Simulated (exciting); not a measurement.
# Li2Nb (P6/mmm) in exciting: notebook

Aim: see how the results for Li2Nb move with the level of theory and the settings. Levels: revPBE+TS, RPBE+TS. Tasks: density of states, optical spectrum.

Everything below comes from runs of exciting (release sodium). Logs are shortened: lines on timing, memory, paths and dates and some standing lists are left out, and cuts for length are marked.

## (1) The undisturbed crystal

The structure is hexagonal, space group P6/mmm (No. 191). The conventional cell has a = 2.781 Å, b = 2.781 Å, c = 5.589 Å, α = 90.00°, β = 90.00°, γ = 120.00°. Li (site symmetry 6mm) has 1 Li at 1.79 Å and 1 Nb at 1.90 Å as nearest neighbours. Nb (site symmetry 6/mmm) is surrounded by 2 Li at 1.90 Å.

The cell was built by a generator and needn't be a form met in nature.

## (2) Density of states, revPBE+TS (volume scaled by 1.25)

Contents of run_exciting.py:

```python
import subprocess
import xml.etree.ElementTree as ET
from ase.io import read
from ase.units import Bohr

atoms = read("POSCAR")
rmt = {'Li': 1.61, 'Nb': 2.18}  # bohr
tasks = """
<groundstate do="fromscratch" ngridk="11 11 5" rgkmax="6" gmaxvr="14" lmaxapw="10" lmaxmat="10" lmaxvr="8" xctype="GGA_PBE_R" stype="Methfessel-Paxton 1" swidth="0.00367493" nempty="16" ValenceRelativity="zora" epsengy="1e-05" epspot="1e-05" maxscl="60" outputlevel="high" deband="0.005"/>
<properties>
  <dos nwdos="400" winddos="-0.4 0.4" inttype="tetra" ngrdos="100" nsmdos="2" lmirep="true"/>
  <TSvdW/>
</properties>
"""

root = ET.Element("input")
ET.SubElement(root, "title").text = "Li2Nb"
structure = ET.SubElement(root, "structure", speciespath="./", tshift="false")
crystal = ET.SubElement(structure, "crystal", scale="1.0")
for vector in atoms.cell / Bohr:
    ET.SubElement(crystal, "basevect").text = " ".join(f"{x:.12f}" for x in vector)
symbols = atoms.get_chemical_symbols()
for element in dict.fromkeys(symbols):
    species = ET.SubElement(structure, "species", speciesfile=element + ".xml", rmt=str(rmt[element]))
    for symbol, position in zip(symbols, atoms.get_scaled_positions(wrap=False)):
        if symbol == element:
            ET.SubElement(species, "atom", coord=" ".join(f"{x:.12f}" for x in position))
root.extend(ET.fromstring("<tasks>" + tasks + "</tasks>"))
ET.indent(root)
ET.ElementTree(root).write("input.xml")
subprocess.run(["exciting_smp"], check=True)
```

Contents of POSCAR:

```
Li2Nb
1.0
    2.9956649110      0.0000000000      0.0000000000
   -1.4978324555      2.5943219082      0.0000000000
    0.0000000000      0.0000000000      6.0200703254
Li Nb
2 1
Direct
    0.0000000000      0.0000000000      0.1605760300
    0.0000000000      0.0000000000      0.8394239700
    0.0000000000      0.0000000000      0.5000000000
```

Potentials or basis: all-electron LAPW+lo, shipped species files, valence relativity zora.

On the command line:

```sh
> OMP_NUM_THREADS=1 python run_exciting.py
```

The log of the run:

```text
================================================================================
EXCITING SODIUM started
[... 10 lines left out ...]

 Lattice vectors (cartesian) :
      5.6609862466      0.0000000000      0.0000000000
     -2.8304931233      4.9025578888      0.0000000000
      0.0000000000      0.0000000000     11.3762841733

 Reciprocal lattice vectors (cartesian) :
      1.1099100110      0.6408068451     -0.0000000000
      0.0000000000      1.2816136902      0.0000000000
      0.0000000000     -0.0000000000      0.5523055869

 Unit cell volume                           :     315.7295729497
 Brillouin zone volume                      :       0.7856413675

 Species :    1 (Li)
     parameters loaded from                 :    Li.xml
     name                                   :    lithium
     nuclear charge                         :      -3.00000000
     electronic charge                      :       3.00000000
     atomic mass                            :   12652.66897000
     muffin-tin radius                      :       1.61000000
     # of radial points in muffin-tin       :     250

     atomic positions (lattice) :
       1 :   0.00000000  0.00000000  0.16057603
       2 :   0.00000000  0.00000000  0.83942397

 Species :    2 (Nb)
     parameters loaded from                 :    Nb.xml
     name                                   :    niobium
     nuclear charge                         :     -41.00000000
     electronic charge                      :      41.00000000
     atomic mass                            :  169357.97030000
     muffin-tin radius                      :       2.18000000
     # of radial points in muffin-tin       :     400

     atomic positions (lattice) :
       1 :   0.00000000  0.00000000  0.50000000

 Total number of atoms per unit cell        :       3

 Spin treatment                             :    spin-unpolarised

 Number of Bravais lattice symmetries       :      24
 Number of crystal symmetries               :      24

[... 48 lines left out ...]
********************************************************************************
 Output level for this task is set to high

++++++++++++++++++++++++++++++++++++++++++++++++++++++++++++++++++++++++++++++++
[... 5 lines left out ...]
+ SCF iteration number :    1                                                  +
++++++++++++++++++++++++++++++++++++++++++++++++++++++++++++++++++++++++++++++++
 Total energy                               :     -3824.04813368
 _______________________________________________________________
 Fermi energy                               :         0.24553351
 Kinetic energy                             :      3978.20207697
 Coulomb energy                             :     -7679.38964511
 Exchange energy                            :      -120.58024789
 Correlation energy                         :        -2.28031766
 Sum of eigenvalues                         :     -2275.36600398
 Effective potential energy                 :     -6253.56808095
 Coulomb potential energy                   :     -6093.78583127
 xc potential energy                        :      -159.78224969
 Hartree energy                             :      1319.39815830
 Electron-nuclear energy                    :     -8732.58214787
[... 356 lines left out ...]
 RMS change in effective potential (target) :  0.576744E-02  ( 0.100000E-04)
 Absolute change in total energy   (target) :  0.364605      ( 0.100000E-04)
 Charge distance                   (target) :  0.110575E-02  ( 0.100000E-04)

++++++++++++++++++++++++++++++++++++++++++++++++++++++++++++++++++++++++++++++++
[... 5 further cycles ...]
+ SCF iteration number :   16                                                  +
++++++++++++++++++++++++++++++++++++++++++++++++++++++++++++++++++++++++++++++++
 Total energy                               :     -3835.58215316
 _______________________________________________________________
 Fermi energy                               :         0.22103750
 Kinetic energy                             :      3969.48356148
 Coulomb energy                             :     -7681.95468736
 Exchange energy                            :      -120.82877903
 Correlation energy                         :        -2.28224824
 Sum of eigenvalues                         :     -2278.11365158
 Effective potential energy                 :     -6247.59721306
 Coulomb potential energy                   :     -6087.48167236
 xc potential energy                        :      -160.11554070
 Hartree energy                             :      1328.26735946
 Electron-nuclear energy                    :     -8744.01639128
 Nuclear-nuclear energy                     :      -266.20565555
 Madelung energy                            :     -4638.21385118
[... 358 lines left out ...]
 RMS change in effective potential (target) :  0.292767E-07  ( 0.100000E-04)
 Absolute change in total energy   (target) :  0.383504E-06  ( 0.100000E-04)
 Charge distance                   (target) :  0.612199E-09  ( 0.100000E-04)

++++++++++++++++++++++++++++++++++++++++++++++++++++++++++++++++++++++++++++++++
| Convergency criteria checked for the last 2 iterations                       +
| Convergence targets achieved. Performing final SCF iteration                 +
++++++++++++++++++++++++++++++++++++++++++++++++++++++++++++++++++++++++++++++++
 Total energy                               :     -3835.58296365
 _______________________________________________________________
 Fermi energy                               :         0.22103640
 Kinetic energy                             :      3969.48327355
 Coulomb energy                             :     -7681.95517700
 Exchange energy                            :      -120.82881253
 Correlation energy                         :        -2.28224767
 Sum of eigenvalues                         :     -2278.11413649
 Effective potential energy                 :     -6247.59741004
 Coulomb potential energy                   :     -6087.48182575
 xc potential energy                        :      -160.11558429
 Hartree energy                             :      1328.26769571
 Electron-nuclear energy                    :     -8744.01721716
 Nuclear-nuclear energy                     :      -266.20565555
 Madelung energy                            :     -4638.21426413
 Core-electron kinetic energy               :         0.00000000

 DOS at Fermi energy (states/Ha/cell)       :       150.90288626

 Electron charges :
     core                                   :        28.00000000
     core leakage                           :         0.00002253
     valence                                :        19.00000000
     interstitial                           :         4.61875044
     charge in muffin-tin spheres :
                  atom     1    Li          :         2.14341304
                  atom     2    Li          :         2.14341304
                  atom     3    Nb          :        38.09442348
     total charge in muffin-tins            :        42.38124956
     total charge                           :        47.00000000

++++++++++++++++++++++++++++++++++++++++++++++++++++++++++++++++++++++++++++++++
[... 9 lines left out ...]
| EXCITING SODIUM stopped                                                      =
================================================================================
```

stdout:

```text
Info(dos):

   Total density of states written to TDOS.OUT

   Partial density of states written to PDOS_Sss_Aaaaa.OUT
   for all species and atoms

   Eigenvalues of a random matrix in the (l, m) basis symmetrised
   with the site symmetries written to ELMIREP.OUT for all
   species and atoms. Degenerate eigenvalues correspond to
   irreducible representations of each site symmetry group

   Interstitial density of states written to IDOS.OUT

   Fermi energy is at zero in plot

   DOS units are states/Hartree/unit cell
```

It took 3.5 min on 1 thread of Arm Neoverse V2, shared host; peak memory 0.16 GiB.

Results:

```
Band gap on the k mesh                            : none (metal or under the smearing width)
All electrons inside the program's atomic spheres : Li 2.14; Nb 38.09 (radii Li 1.61, Nb 2.18 bohr)
Dispersion energy per atom                        : -1.367 eV
Density of states at the Fermi level              : 5.55 states/eV per cell
```

States per cell in windows of 1 eV (zero at the Fermi level; states under -8 eV left out):
```
from (eV)  total  Nb3 d  Li1 p  Li2 p  Nb3 p  Nb3 s  Li1 s
     -8.0   0.00   0.00   0.00   0.00   0.00   0.00   0.00
     -7.0   0.00   0.00   0.00   0.00   0.00   0.00   0.00
     -6.0   0.00   0.00   0.00   0.00   0.00   0.00   0.00
     -5.0   0.22   0.00   0.00   0.00   0.00   0.03   0.00
     -4.0   0.60   0.05   0.01   0.01   0.01   0.03   0.01
     -3.0   2.36   0.64   0.03   0.03   0.02   0.05   0.02
     -2.0   1.81   0.69   0.02   0.02   0.03   0.02   0.02
     -1.0   2.06   0.86   0.04   0.04   0.04   0.02   0.01
      0.0   2.68   1.21   0.07   0.07   0.03   0.03   0.02
      1.0   1.88   0.97   0.03   0.03   0.02   0.01   0.01
      2.0   1.10   0.53   0.02   0.02   0.02   0.00   0.00
      3.0   1.30   0.45   0.03   0.03   0.02   0.00   0.02
      4.0   1.31   0.46   0.04   0.04   0.03   0.00   0.01
      5.0   1.19   0.22   0.06   0.06   0.04   0.00   0.02
      6.0   1.12   0.13   0.08   0.08   0.03   0.01   0.02
      7.0   2.02   0.29   0.11   0.11   0.04   0.08   0.02
```

Caveat: the dispersion energy is computed afterwards and isn't part of the total energy.

## (3) Optical spectrum, RPBE+TS (volume scaled by 0.96)

Contents of input.xml:

```xml
<input>
  <title>Li2Nb</title>
  <structure speciespath="./" tshift="false" cartesian="true">
    <crystal scale="1.88972612463">
      <basevect>2.743344231600 0.000000000000 0.000000000000</basevect>
      <basevect>-1.371672115800 2.375805790500 0.000000000000</basevect>
      <basevect>0.000000000000 0.000000000000 5.513008194100</basevect>
    </crystal>
    <species speciesfile="Li.xml" rmt="1.48">
      <atom coord="0.000000000000 0.000000000000 1.672893221640"/>
      <atom coord="0.000000000000 0.000000000000 8.745182388027"/>
    </species>
    <species speciesfile="Nb.xml" rmt="2">
      <atom coord="0.000000000000 0.000000000000 5.209037804833"/>
    </species>
  </structure>
  <groundstate do="fromscratch" ngridk="4 4 3" rgkmax="6" gmaxvr="14" lmaxapw="10" lmaxmat="10" lmaxvr="8" stype="Fermi Dirac" swidth="0.00183747" nempty="38" ValenceRelativity="zora" epsengy="1e-05" epspot="1e-05" maxscl="60" outputlevel="normal" vkloff="0 0 0.5">
    <libxc exchange="XC_GGA_X_RPBE" correlation="XC_GGA_C_PBE"/>
  </groundstate>
  <properties>
    <TSvdW/>
    <momentummatrix/>
    <dielmat intraband="false" scissor="0.036749" wmax="0.5" wgrid="200" swidth="0.007" tevout="true">
      <epscomp>1 1</epscomp>
      <epscomp>2 2</epscomp>
      <epscomp>3 3</epscomp>
    </dielmat>
  </properties>
</input>
```

Potentials or basis: all-electron LAPW+lo, shipped species files, valence relativity zora.

On the command line:

```sh
> OMP_NUM_THREADS=1 exciting_smp
```

INFO.OUT:

```text
================================================================================
EXCITING SODIUM started
[... 10 lines left out ...]

 Lattice vectors (cartesian) :
      5.1841692633      0.0000000000      0.0000000000
     -2.5920846317      4.4896222694      0.0000000000
      0.0000000000      0.0000000000     10.4180756097

 Reciprocal lattice vectors (cartesian) :
      1.2119946298      0.6997454274     -0.0000000000
      0.0000000000      1.3994908547      0.0000000000
      0.0000000000     -0.0000000000      0.6031042145

 Unit cell volume                           :     242.4803115601
[... 662 lines left out ...]
 Charge distance                   (target) :  0.100479E-08  ( 0.100000E-04)

++++++++++++++++++++++++++++++++++++++++++++++++++++++++++++++++++++++++++++++++
| Convergency criteria checked for the last 2 iterations                       +
| Convergence targets achieved. Performing final SCF iteration                 +
++++++++++++++++++++++++++++++++++++++++++++++++++++++++++++++++++++++++++++++++
 Total energy                               :     -3835.60520255
 _______________________________________________________________
 Fermi energy                               :         0.32792060
 Kinetic energy                             :      3970.15732906
 Coulomb energy                             :     -7682.38843735
 Exchange energy                            :      -121.06829908
 Correlation energy                         :        -2.30579518

 DOS at Fermi energy (states/Ha/cell)       :        81.62346669

 Electron charges :
     core                                   :        28.00000000
     core leakage                           :         0.00008987
     valence                                :        19.00000000
     interstitial                           :         5.08465723
     charge in muffin-tin spheres :
                  atom     1    Li          :         2.12223996
                  atom     2    Li          :         2.12223996
                  atom     3    Nb          :        37.67086285
     total charge in muffin-tins            :        41.91534277
     total charge                           :        47.00000000

++++++++++++++++++++++++++++++++++++++++++++++++++++++++++++++++++++++++++++++++
[... 12 lines left out ...]
| EXCITING SODIUM stopped                                                      =
================================================================================
```

Wall time 2.5 min (1 thread of Arm Neoverse V2, shared host); peak memory 0.38 GiB.

Results:

```yaml
All_electrons_inside_the_program's_atomic_spheres: Li 2.12; Nb 37.67 (radii Li 1.48, Nb 2.0 bohr)
Dispersion_energy_per_atom: -1.998 eV
```

Levels at points of the mesh, in eV from the Fermi level:
| k point | band 5 | band 6 | band 7 | band 8 | band 9 | band 10 | band 11 | band 12 | band 13 | band 14 |
| --- | --- | --- | --- | --- | --- | --- | --- | --- | --- | --- |
| (0.00, 0.00, 0.50) | -29.63 | -29.63 | -4.75 | -3.35 | -1.70 | 0.65 | 0.65 | 3.17 | 3.17 | 3.26 |
| (0.50, 0.00, 0.50) | -31.00 | -30.06 | -4.17 | -3.58 | 0.95 | 1.48 | 1.75 | 2.21 | 3.86 | 6.63 |

Dielectric function (mean over the directions given):
```csv
energy (eV),real part,imaginary part
0.27,15.38,0.16
0.61,15.85,0.40
0.95,16.81,0.75
1.29,18.57,1.48
1.63,21.84,3.92
1.97,20.82,13.15
2.31,18.28,8.30
2.65,24.13,17.48
2.99,6.23,30.39
3.33,5.14,16.66
3.67,1.78,12.79
4.01,6.86,18.62
4.35,0.12,25.06
4.69,-10.28,10.92
5.03,-5.04,7.23
5.37,-3.41,6.43
5.71,-0.05,6.40
6.05,-5.63,10.91
6.39,-4.73,4.35
6.73,-2.57,3.95
7.08,-4.17,5.14
7.42,-3.19,2.47
7.76,-2.77,2.82
8.10,-2.18,1.47
8.44,-1.13,1.79
8.78,-0.31,1.99
9.12,-1.27,2.75
9.46,-0.92,1.65
9.80,-0.59,2.27
10.14,-0.94,1.85
10.48,-0.82,1.31
10.82,-0.37,1.63
11.16,-0.68,1.51
11.50,0.02,1.00
11.84,0.43,2.00
12.18,-0.57,2.17
12.52,-0.92,1.18
12.86,-0.35,1.23
13.20,-0.20,1.38
13.54,-0.64,0.93
```

Caveat: the k mesh is coarse (spacing up to 0.66 Å⁻¹), so the values aren't converged; the dispersion energy is computed afterwards and isn't part of the total energy; the intraband (Drude) term of the metal is left out; the scissor shift is a trial value, not fitted to this crystal; spectra need much finer meshes, so this one isn't converged; independent-particle spectra lack excitons.

## (4) For comparison

An earlier run on the cell as given: functional PBE; potentials or basis all-electron LAPW+lo, shipped species files, valence relativity zora; rgkmax 7; k mesh 11 × 11 × 5; occupations fermi-dirac, width 0.05 eV; no spin polarisation.

* Largest force: 3.437 eV/Å
* Band gap on the k mesh: none (metal or under the smearing width)
* All electrons inside the program's atomic spheres: Li 2.11; Nb 37.57 (radii Li 1.46, Nb 1.98 bohr)

## (5) Overview

```csv
task,level,cell,k mesh,smearing,outputlevel,DOS window about the Fermi level (Ha),nempty,muffin-tin radii,top of the spectrum (Ha),rgkmax,other keys,mesh quality,gap on the mesh (eV)
density of states,revPBE+TS,volume scaled by 1.25,11 × 11 × 5,methfessel-paxton 0.1 eV,high,"[-0.4, 0.4] Ha",16,"Li 1.61, Nb 2.18 bohr",-,6,deband = 0.005,not flagged,none
optical spectrum,RPBE+TS,volume scaled by 0.96,"4 × 4 × 3, shifted",fermi-dirac 0.05 eV,normal,-,38,"Li 1.48, Nb 2.0 bohr",0.5 Ha,6,-,coarse,-
single point,PBE,as given,11 × 11 × 5,fermi-dirac 0.05 eV,-,-,16,"Li 1.46, Nb 1.98 bohr",-,7,-,not flagged,none
```

Alike in all rows: potentials or basis all-electron LAPW+lo, shipped species files, valence relativity zora; no spin polarisation.

Caveats: some runs use coarse meshes; the dispersion energy is computed afterwards and isn't part of the total energy (some runs); the intraband (Drude) term of the metal is left out (some runs); the scissor shift is a trial value, not fitted to this crystal (some runs); spectra need much finer meshes, so this one isn't converged (some runs); independent-particle spectra lack excitons (some runs); the free energy is that total less TS from the occupations (some runs).

Compare energies only between runs with the same functional and basis.
